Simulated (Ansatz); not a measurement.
**GeNH₄ (doublet): from Hartree-Fock to the top rungs at a displaced geometry (v1), cc-pVDZ**

Aim: climb from Hartree-Fock through coupled cluster for GeNH₄ (doublet) at one geometry and basis, and see what each rung misses.

Computed with Ansatz 0.2.0, Gaussian basis. Level: cc-pVDZ, core rule «outside noble gas», up to 15 orbitals frozen.

The runs, in order: UHF; CCSD(T) on ROHF; CCSD(T) on UHF; BCCD(T) on ROHF; CISD; CCSDT(Q) on ROHF; CCSDT(Q) on UHF.

24 further runs of the same task are left out: 1 for a known fault of the program, 12 that didn't finish, 11 set aside as unsound or not needed.

## (1) The system

The geometry is a PBE0/def2-TZVP stationary point (not a proven minimum) with its atoms shifted at random (size 0.040 Å). No spin-orbit coupling is included. The filled d shell of Ge may be among the frozen orbitals whatever the setting's name suggests; the logs give the count.

6 atoms, charge 0, spin multiplicity 2.

Atoms are counted from 1 here; the program's logs count them from 0.

Bond lengths: Ge1–N2 1.881 Å, Ge1–H3 1.566 Å, Ge1–H4 1.494 Å, Ge1–H5 1.598 Å, N2–H6 1.037 Å. Angles: N2–Ge1–H3 112.3°, N2–Ge1–H4 105.5°, N2–Ge1–H5 102.6°, H3–Ge1–H4 111.4°, H3–Ge1–H5 112.9°, H4–Ge1–H5 111.6°, Ge1–N2–H6 110.7°.

In the tables R marks a restricted open-shell determinant and U an unrestricted one; energies count from the table's Hartree-Fock row.

## (2) UHF

File in.yaml:

```yaml
crystal:
  periodic: [false, false, false]
  atoms:
    - {symbol: Ge, position_ang: [0.001694, 0.015630, 0.300407]}
    - {symbol: N, position_ang: [0.000861, -0.141423, -1.574381]}
    - {symbol: H, position_ang: [0.048825, 1.508618, 0.772001]}
    - {symbol: H, position_ang: [1.203801, -0.739982, 0.763867]}
    - {symbol: H, position_ang: [-1.354089, -0.723802, 0.712378]}
    - {symbol: H, position_ang: [-0.032625, 0.794000, -2.019751]}
basis:
  gaussian: {orbitals: cc-pVDZ}
magnetization: {spin_polarized: true, initial_magnetization: 1}
hamiltonian: {xc: hf}
output: {orbitals: {seedname: orbitals}}
```

The run is started by

```sh
> ansatz run in.yaml --threads 1 --pin off --events-out ev --progress --plain --max-ram 2393MiB
```

Log:

```text
Functional definition: HF
  name "HF"
  cite "Fock, Z. Phys. 61, 126 (1930) doi:10.1007/BF01340294"
  parent pbe
  exchange = exact_x
  correlation = 0
635 factors; integrals over basis functions are off by at most 1.2e-3 eV
mean field evaluation 1: about -58013.8842 eV, gradient 1.7e1 eV
mean field evaluation 2: about -58013.8872 eV, gradient 1.7e1 eV
mean field evaluation 4: about -58016.1741 eV, gradient 2.3e0 eV
mean field evaluation 8: about -58016.2537 eV, gradient 2.3e-3 eV
mean field evaluation 16: about -58015.7816 eV, gradient 1.5e0 eV
mean field evaluation 32: about -58015.7824 eV, gradient 1.5e0 eV
mean field -58016.25374136 eV, -2132.0580001658 hartree, gradient 1.8e-5 eV, S^2 0.760687; 0 other end points of the search recorded, 0 dependent functions left out
reference -58016.25374136 eV, -2132.0580001658 hartree; 22, 21 occupied and 39, 40 virtual orbitals, 635 factors
Total energy: -58016.25374136 eV, -2132.0580001658 hartree
```

Wall time 1.7 s (1 thread of AMD EPYC 7R43, shared host).

From the report: ⟨S²⟩ of the determinant 0.761 (pure doublet: 0.75).

## (3) CCSD(T) on ROHF

Changes to in.yaml since step 2:

```diff
@@ -11,4 +11,3 @@
   gaussian: {orbitals: cc-pVDZ}
-magnetization: {spin_polarized: true, initial_magnetization: 1}
-hamiltonian: {xc: hf}
-output: {orbitals: {seedname: orbitals}}
+magnetization: {spin_polarized: false, initial_magnetization: 1}
+correlation: {method: ccsd_t, electrons: outside_noble_gas}
```

The command is unchanged.

Log:

```text
Functional definition: HF
  name "HF"
  cite "Fock, Z. Phys. 61, 126 (1930) doi:10.1007/BF01340294"
  parent pbe
  exchange = exact_x
  correlation = 0
635 factors; integrals over basis functions are off by at most 1.2e-3 eV
mean field evaluation 1: about -58013.6284 eV, gradient 2.2e1 eV
mean field evaluation 2: about -58013.6315 eV, gradient 2.2e1 eV
mean field evaluation 4: about -58016.0991 eV, gradient 2.4e0 eV
mean field evaluation 8: about -58016.1356 eV, gradient 8.5e-4 eV
mean field evaluation 16: about -58016.1313 eV, gradient 1.9e-1 eV
mean field evaluation 32: about -58015.4688 eV, gradient 8.9e0 eV
mean field evaluation 64: about -58014.7057 eV, gradient 4.7e-4 eV
mean field -58016.13558246 eV, -2132.0536579063 hartree, gradient 1.8e-6 eV, S^2 0.750000; 5 other end points of the search recorded, 0 dependent functions left out
determinant -58016.13558246 eV, -2132.0536579063 hartree, with singles and doubles -58023.77728349 eV, -2132.3344852394 hartree
determinant -58014.70572003 eV, -2132.0011114313 hartree, with singles and doubles -58022.32660613 eV, -2132.2811738298 hartree
15 core orbitals not correlated: weight in the atoms' cores, before any rotation towards them, 0.998 or more for the frozen orbitals, at most 0.002 for the correlated occupied ones
reference -58016.13558246 eV, -2132.0536579063 hartree; 7, 6 occupied and 39, 40 virtual orbitals, 635 factors
second order -6.50849461 eV of doubles, -0.07415030 eV of singles
cycle   1  -7.64192752 eV  change   -2.3e-4 eV  update   7.4e-4
cycle   2  -7.64215461 eV  change   -2.3e-4 eV  update   5.0e-4
cycle   3  -7.64213093 eV  change    2.4e-5 eV  update   2.4e-4
cycle   4  -7.64214961 eV  change   -1.9e-5 eV  update   9.4e-5
cycle   5  -7.64226364 eV  change   -1.1e-4 eV  update   3.9e-5
cycle   6  -7.64231842 eV  change   -5.5e-5 eV  update   2.8e-5
cycle   7  -7.64229110 eV  change    2.7e-5 eV  update   2.2e-5
cycle   8  -7.64227308 eV  change    1.8e-5 eV  update   1.4e-5
cycle   9  -7.64228714 eV  change   -1.4e-5 eV  update   7.5e-6
cycle  10  -7.64229093 eV  change   -3.8e-6 eV  update   3.2e-6
perturbative correction -0.16912332 eV, -0.0062151673 hartree
Total energy: -58023.94699671 eV, -2132.3407220851 hartree
```

Run time: 7 s. Hardware: 1 thread of AMD EPYC 7R43, shared host.

From the report: correlation -7.8114 eV; T1 0.017; largest double amplitude 0.03.

## (4) CCSD(T) on UHF

Changes to in.yaml since step 3:

```diff
@@ -11,3 +11,3 @@
   gaussian: {orbitals: cc-pVDZ}
-magnetization: {spin_polarized: false, initial_magnetization: 1}
+magnetization: {spin_polarized: true, initial_magnetization: 1}
 correlation: {method: ccsd_t, electrons: outside_noble_gas}
```

Same command.

Log:

```text
Functional definition: HF
  name "HF"
  cite "Fock, Z. Phys. 61, 126 (1930) doi:10.1007/BF01340294"
  parent pbe
  exchange = exact_x
  correlation = 0
635 factors; integrals over basis functions are off by at most 1.2e-3 eV
mean field evaluation 1: about -58013.8842 eV, gradient 1.7e1 eV
mean field evaluation 2: about -58013.8872 eV, gradient 1.7e1 eV
mean field evaluation 4: about -58016.1741 eV, gradient 2.3e0 eV
mean field evaluation 8: about -58016.2537 eV, gradient 2.3e-3 eV
mean field evaluation 16: about -58016.2482 eV, gradient 2.5e-1 eV
mean field evaluation 32: about -58014.8041 eV, gradient 2.8e-1 eV
mean field evaluation 64: about -58012.6553 eV, gradient 4.4e0 eV
mean field -58016.25374136 eV, -2132.0580001658 hartree, gradient 2.7e-6 eV, S^2 0.760687; 4 other end points of the search recorded, 0 dependent functions left out
determinant -58016.25374136 eV, -2132.0580001658 hartree, with singles and doubles -58023.77932364 eV, -2132.3345602137 hartree
determinant -58014.80608914 eV, -2132.0047999278 hartree, with singles and doubles -58022.32894866 eV, -2132.2812599160 hartree
15 core orbitals not correlated: weight in the atoms' cores, before any rotation towards them, 0.998 or more for the frozen orbitals, at most 0.002 for the correlated occupied ones
reference -58016.25374136 eV, -2132.0580001658 hartree; 7, 6 occupied and 39, 40 virtual orbitals, 635 factors
second order -6.46203950 eV of doubles, -0.00000000 eV of singles
cycle   1  -7.52581653 eV  change   -2.3e-4 eV  update   7.6e-4
cycle   2  -7.52605446 eV  change   -2.4e-4 eV  update   5.1e-4
cycle   3  -7.52606196 eV  change   -7.5e-6 eV  update   2.5e-4
cycle   4  -7.52608080 eV  change   -1.9e-5 eV  update   8.7e-5
cycle   5  -7.52619152 eV  change   -1.1e-4 eV  update   3.0e-5
cycle   6  -7.52623937 eV  change   -4.8e-5 eV  update   1.8e-5
cycle   7  -7.52622613 eV  change    1.3e-5 eV  update   1.4e-5
cycle   8  -7.52621282 eV  change    1.3e-5 eV  update   9.9e-6
perturbative correction -0.16744595 eV, -0.0061535250 hartree
Total energy: -58023.94740013 eV, -2132.3407369105 hartree
```

Run time: 5.5 s. Hardware: 1 thread of AMD EPYC 7R43, shared host.

From the report: ⟨S²⟩ of the determinant 0.761 (pure doublet: 0.75); correlation -7.6937 eV; T1 0.014; largest double amplitude 0.03.

## (5) BCCD(T) on ROHF

Changes to in.yaml since step 4:

```diff
@@ -11,3 +11,3 @@
   gaussian: {orbitals: cc-pVDZ}
-magnetization: {spin_polarized: true, initial_magnetization: 1}
-correlation: {method: ccsd_t, electrons: outside_noble_gas}
+magnetization: {spin_polarized: false, initial_magnetization: 1}
+correlation: {method: bccd_t, electrons: outside_noble_gas}
```

Same command.

Log:

```text
Functional definition: HF
  name "HF"
  cite "Fock, Z. Phys. 61, 126 (1930) doi:10.1007/BF01340294"
  parent pbe
  exchange = exact_x
  correlation = 0
635 factors; integrals over basis functions are off by at most 1.2e-3 eV
mean field evaluation 1: about -58013.6284 eV, gradient 2.2e1 eV
mean field evaluation 2: about -58013.6315 eV, gradient 2.2e1 eV
mean field evaluation 4: about -58016.0991 eV, gradient 2.4e0 eV
mean field evaluation 8: about -58016.1356 eV, gradient 8.5e-4 eV
mean field evaluation 16: about -58016.1313 eV, gradient 1.9e-1 eV
mean field evaluation 32: about -58015.4688 eV, gradient 8.9e0 eV
mean field evaluation 64: about -58014.7057 eV, gradient 4.7e-4 eV
mean field -58016.13558246 eV, -2132.0536579063 hartree, gradient 1.8e-6 eV, S^2 0.750000; 5 other end points of the search recorded, 0 dependent functions left out
determinant -58016.13558246 eV, -2132.0536579063 hartree, with singles and doubles -58023.77728349 eV, -2132.3344852394 hartree
determinant -58014.70572003 eV, -2132.0011114313 hartree, with singles and doubles -58022.32660613 eV, -2132.2811738298 hartree
15 core orbitals not correlated: weight in the atoms' cores, before any rotation towards them, 0.998 or more for the frozen orbitals, at most 0.002 for the correlated occupied ones
reference -58016.13558246 eV, -2132.0536579063 hartree; 7, 6 occupied and 39, 40 virtual orbitals, 635 factors
second order -6.50849461 eV of doubles, -0.07415030 eV of singles
cycle   1  -7.63411496 eV  change    7.6e-3 eV  update   4.4e-3
cycle   2  -7.63459765 eV  change   -4.8e-4 eV  update   1.6e-3
cycle   3  -7.63381175 eV  change    7.9e-4 eV  update   1.0e-3
cycle   4  -7.63355874 eV  change    2.5e-4 eV  update   4.0e-4
cycle   5  -7.63372091 eV  change   -1.6e-4 eV  update   1.6e-4
cycle   6  -7.63372501 eV  change   -4.1e-6 eV  update   6.9e-5
cycle   7  -7.63372710 eV  change   -2.1e-6 eV  update   3.9e-5
cycle   8  -7.63372382 eV  change    3.3e-6 eV  update   2.6e-5
cycle   9  -7.63372338 eV  change    4.3e-7 eV  update   2.0e-5
cycle  10  -7.63372033 eV  change    3.1e-6 eV  update   1.4e-5
perturbative correction -0.17852237 eV, -0.0065605760 hartree
Total energy: -58023.94782515 eV, -2132.3407525299 hartree
```

Wall time 6.5 s (1 thread of AMD EPYC 7R43, shared host).

From the report: correlation -7.8122 eV; largest double amplitude 0.03.

## (6) CISD

Changes to in.yaml since step 5:

```diff
@@ -12,2 +12,2 @@
 magnetization: {spin_polarized: false, initial_magnetization: 1}
-correlation: {method: bccd_t, electrons: outside_noble_gas}
+correlation: {active_space: {ras: {orbitals: [6, 1, 39], electrons: 13, max_holes: 2, max_particles: 2}, fixed_orbitals: true}}
```

Same command.

Log:

```text
Functional definition: HF
  name "HF"
  cite "Fock, Z. Phys. 61, 126 (1930) doi:10.1007/BF01340294"
  parent pbe
  exchange = exact_x
  correlation = 0
635 factors; integrals over basis functions are off by at most 1.2e-3 eV
mean field evaluation 1: about -58013.6284 eV, gradient 2.2e1 eV
mean field evaluation 2: about -58013.6315 eV, gradient 2.2e1 eV
mean field evaluation 4: about -58016.0991 eV, gradient 2.4e0 eV
mean field evaluation 8: about -58016.1356 eV, gradient 8.5e-4 eV
mean field evaluation 16: about -58016.0076 eV, gradient 2.4e0 eV
mean field -58016.13558246 eV, -2132.0536579063 hartree, gradient 1.8e-6 eV, S^2 0.750000; 4 other end points of the search recorded, 0 dependent functions left out
reference -58016.13558246 eV, -2132.0536579063 hartree; 22, 21 occupied and 39, 40 virtual orbitals, 635 factors
state -58023.14564066 eV, -2132.3112727936 hartree
Total energy: -58023.14564066 eV, -2132.3112727936 hartree
```

Wall time 7.5 s (1 thread of AMD EPYC 7R43, shared host).

From the report: 142,786 determinants.

## (7) CCSDT(Q) on ROHF

Changes to in.yaml since step 6:

```diff
@@ -12,2 +12,2 @@
 magnetization: {spin_polarized: false, initial_magnetization: 1}
-correlation: {active_space: {ras: {orbitals: [6, 1, 39], electrons: 13, max_holes: 2, max_particles: 2}, fixed_orbitals: true}}
+correlation: {method: ccsdt_q, electrons: outside_noble_gas}
```

The command is unchanged.

Log:

```text
Functional definition: HF
  name "HF"
  cite "Fock, Z. Phys. 61, 126 (1930) doi:10.1007/BF01340294"
  parent pbe
  exchange = exact_x
  correlation = 0
1208 factors; integrals over basis functions are off by at most 2.3e-7 eV
mean field evaluation 1: about -58013.5987 eV, gradient 2.2e1 eV
mean field evaluation 2: about -58013.6292 eV, gradient 2.2e1 eV
mean field evaluation 4: about -58016.0989 eV, gradient 2.4e0 eV
mean field evaluation 8: about -58016.1354 eV, gradient 1.9e-1 eV
mean field evaluation 16: about -58016.0601 eV, gradient 2.4e0 eV
mean field evaluation 32: about -58015.9572 eV, gradient 7.8e0 eV
mean field evaluation 64: about -58014.7022 eV, gradient 4.9e-1 eV
mean field -58016.13578328 eV, -2132.0536652865 hartree, gradient 8.0e-6 eV, S^2 0.750000; 5 other end points of the search recorded, 0 dependent functions left out
mean field evaluation 96: about -58016.2539 eV, gradient 2.6e-4 eV
determinant -58016.13578328 eV, -2132.0536652865 hartree, with singles and doubles -58023.77747867 eV, -2132.3344924123 hartree
determinant -58014.70592468 eV, -2132.0011189520 hartree, with singles and doubles -58022.32680484 eV, -2132.2811811324 hartree
15 core orbitals not correlated: weight in the atoms' cores, before any rotation towards them, 0.998 or more for the frozen orbitals, at most 0.002 for the correlated occupied ones
reference -58016.13578328 eV, -2132.0536652865 hartree; 7, 6 occupied and 39, 40 virtual orbitals, 1208 factors
second order -6.50853232 eV of doubles, -0.07415014 eV of singles
cycle   1  -7.32116320 eV  change   -7.4e-1 eV  update   7.5e-2
cycle   2  -7.70964875 eV  change   -3.9e-1 eV  update   3.1e-2
cycle   3  -7.83694324 eV  change   -1.3e-1 eV  update   1.8e-2
cycle   4  -7.83182714 eV  change    5.1e-3 eV  update   7.1e-3
cycle   5  -7.83522470 eV  change   -3.4e-3 eV  update   4.1e-3
cycle   6  -7.83742725 eV  change   -2.2e-3 eV  update   2.0e-3
cycle   7  -7.83716716 eV  change    2.6e-4 eV  update   1.1e-3
cycle   8  -7.83762285 eV  change   -4.6e-4 eV  update   5.0e-4
cycle   9  -7.83790349 eV  change   -2.8e-4 eV  update   2.6e-4
cycle  10  -7.83776561 eV  change    1.4e-4 eV  update   1.4e-4
cycle  11  -7.83775549 eV  change    1.0e-5 eV  update   7.7e-5
cycle  12  -7.83777334 eV  change   -1.8e-5 eV  update   4.3e-5
cycle  13  -7.83780393 eV  change   -3.1e-5 eV  update   2.8e-5
cycle  14  -7.83783407 eV  change   -3.0e-5 eV  update   2.0e-5
cycle  15  -7.83783645 eV  change   -2.4e-6 eV  update   1.5e-5
cycle  16  -7.83782531 eV  change    1.1e-5 eV  update   1.1e-5
cycle  17  -7.83781965 eV  change    5.7e-6 eV  update   7.7e-6
cycle  18  -7.83781829 eV  change    1.4e-6 eV  update   5.0e-6
cycle  19  -7.83782031 eV  change   -2.0e-6 eV  update   2.8e-6
cycle  20  -7.83782357 eV  change   -3.3e-6 eV  update   1.6e-6
cycle  21  -7.83782417 eV  change   -6.0e-7 eV  update   8.8e-7
perturbative correction -0.01185859 eV, -0.0004357952 hartree
Total energy: -58023.98546604 eV, -2132.3421358071 hartree
```

Wall time 2.8 min (1 thread of AMD EPYC 7R43, shared host); peak memory 1.1 GiB.

From the report: correlation -7.8497 eV; T1 0.018; largest double amplitude 0.03.

## (8) CCSDT(Q) on UHF

Changes to in.yaml since step 7:

```diff
@@ -11,3 +11,3 @@
   gaussian: {orbitals: cc-pVDZ}
-magnetization: {spin_polarized: false, initial_magnetization: 1}
+magnetization: {spin_polarized: true, initial_magnetization: 1}
 correlation: {method: ccsdt_q, electrons: outside_noble_gas}
```

Launched as before.

Log:

```text
Functional definition: HF
  name "HF"
  cite "Fock, Z. Phys. 61, 126 (1930) doi:10.1007/BF01340294"
  parent pbe
  exchange = exact_x
  correlation = 0
1208 factors; integrals over basis functions are off by at most 2.3e-7 eV
mean field evaluation 1: about -58013.8536 eV, gradient 1.7e1 eV
mean field evaluation 2: about -58013.8846 eV, gradient 1.7e1 eV
mean field evaluation 4: about -58016.1737 eV, gradient 2.3e0 eV
mean field evaluation 8: about -58016.2539 eV, gradient 2.5e-3 eV
mean field evaluation 16: about -58016.1341 eV, gradient 2.3e0 eV
mean field evaluation 32: about -58016.2511 eV, gradient 2.5e-1 eV
mean field evaluation 64: about -58014.8068 eV, gradient 6.2e-2 eV
mean field -58016.25394181 eV, -2132.0580075323 hartree, gradient 2.5e-6 eV, S^2 0.760687; 4 other end points of the search recorded, 0 dependent functions left out
determinant -58016.25394181 eV, -2132.0580075323 hartree, with singles and doubles -58023.77951883 eV, -2132.3345673867 hartree
determinant -58014.80629386 eV, -2132.0048074512 hartree, with singles and doubles -58022.32914848 eV, -2132.2812672593 hartree
15 core orbitals not correlated: weight in the atoms' cores, before any rotation towards them, 0.998 or more for the frozen orbitals, at most 0.002 for the correlated occupied ones
reference -58016.25394181 eV, -2132.0580075323 hartree; 7, 6 occupied and 39, 40 virtual orbitals, 1208 factors
second order -6.46207720 eV of doubles, -0.00000000 eV of singles
cycle   1  -7.20120548 eV  change   -7.4e-1 eV  update   7.5e-2
cycle   2  -7.59058086 eV  change   -3.9e-1 eV  update   3.1e-2
cycle   3  -7.71736119 eV  change   -1.3e-1 eV  update   1.8e-2
cycle   4  -7.71378306 eV  change    3.6e-3 eV  update   7.0e-3
cycle   5  -7.71756475 eV  change   -3.8e-3 eV  update   4.1e-3
cycle   6  -7.71995456 eV  change   -2.4e-3 eV  update   2.1e-3
cycle   7  -7.71975066 eV  change    2.0e-4 eV  update   1.1e-3
cycle   8  -7.72022782 eV  change   -4.8e-4 eV  update   5.0e-4
cycle   9  -7.72049667 eV  change   -2.7e-4 eV  update   2.5e-4
cycle  10  -7.72035279 eV  change    1.4e-4 eV  update   1.3e-4
cycle  11  -7.72033303 eV  change    2.0e-5 eV  update   7.6e-5
cycle  12  -7.72034827 eV  change   -1.5e-5 eV  update   4.0e-5
cycle  13  -7.72038080 eV  change   -3.3e-5 eV  update   2.3e-5
cycle  14  -7.72040584 eV  change   -2.5e-5 eV  update   1.5e-5
cycle  15  -7.72040981 eV  change   -4.0e-6 eV  update   1.1e-5
cycle  16  -7.72040322 eV  change    6.6e-6 eV  update   8.7e-6
cycle  17  -7.72039921 eV  change    4.0e-6 eV  update   6.3e-6
cycle  18  -7.72039768 eV  change    1.5e-6 eV  update   4.4e-6
cycle  19  -7.72039922 eV  change   -1.5e-6 eV  update   2.7e-6
cycle  20  -7.72040210 eV  change   -2.9e-6 eV  update   1.6e-6
cycle  21  -7.72040257 eV  change   -4.7e-7 eV  update   8.6e-7
perturbative correction -0.01235501 eV, -0.0004540382 hartree
Total energy: -58023.98669940 eV, -2132.3421811321 hartree
```

It took 2.5 min on 1 thread of AMD EPYC 7R43, shared host; peak memory 0.91 GiB.

From the report: ⟨S²⟩ of the determinant 0.761 (pure doublet: 0.75); correlation -7.7328 eV; T1 0.014; largest double amplitude 0.03.

## (9) All levels against the top one

The yardstick is UCCSDT(Q), where the cluster series has nearly closed. Rows without a time come out of other runs: HF, MP2 and CCSD of CCSD(T), CCSDT of CCSDT(Q).

Differences are taken before rounding.

```
   method  energy from the lowest RHF (kJ/mol)  from UCCSDT(Q) (kJ/mol)     time
      RHF                                  0.0                   +757.5         
      UHF                                -11.4                   +746.1         
     RMP2                               -635.1                   +122.4         
     UMP2                               -634.9                   +122.6         
    RCCSD                               -737.4                    +20.1         
    UCCSD                               -737.6                    +19.9         
 RCCSD(T)                               -753.7                     +3.8      7 s
 UCCSD(T)                               -753.7                     +3.8    5.5 s
  BCCD(T)                               -753.8                     +3.8    6.5 s
   RCCSDT                               -756.3                     +1.3         
   UCCSDT                               -756.3                     +1.2         
RCCSDT(Q)                               -757.4                     +0.1  2.8 min
UCCSDT(Q)                               -757.5                        0  2.5 min
```

Among the levels timed on like hardware and quicker than the yardstick, those that no quicker one beats, quickest first: UCCSD(T) (5.5 s, +3.8 kJ/mol); BCCD(T) (6.5 s, +3.8 kJ/mol).

Not comparable, so not listed: CISD (they don't share determinant, frozen orbitals or solution with the rows shown, or repeat one).

## (10) Summary of results

| quantity | value |
| --- | --- |
| UCCSDT(Q) below the RHF energy | -7.8511 eV |
| RMP2 from UCCSDT(Q) | +122.4 kJ/mol |
| UMP2 from UCCSDT(Q) | +122.6 kJ/mol |
| RCCSD from UCCSDT(Q) | +20.1 kJ/mol |
| RCCSD(T) from UCCSDT(Q) | +3.8 kJ/mol |
| UCCSD(T) from UCCSDT(Q) | +3.8 kJ/mol |
| RCCSDT(Q) from UCCSDT(Q) | +0.1 kJ/mol |
| levels within 1 kcal/mol (43 meV) | RCCSD(T), UCCSD(T), BCCD(T), RCCSDT, UCCSDT, RCCSDT(Q) |
| T1 diagnostic | 0.017 |

**Reading.** RCCSD(T) lands +3.8 kJ/mol from the yardstick (0.5 % of the correlation energy). These misses are within one basis, not against nature; the frozen cores of restricted and unrestricted runs differ, which can shift their rows.

For cost: BCCD(T) gets within 3.8 kJ/mol in 6.5 s, where UCCSDT(Q) took 2.5 min; the quickest level in the cost chart, UCCSD(T), takes 5.5 s and misses by 3.8 kJ/mol.
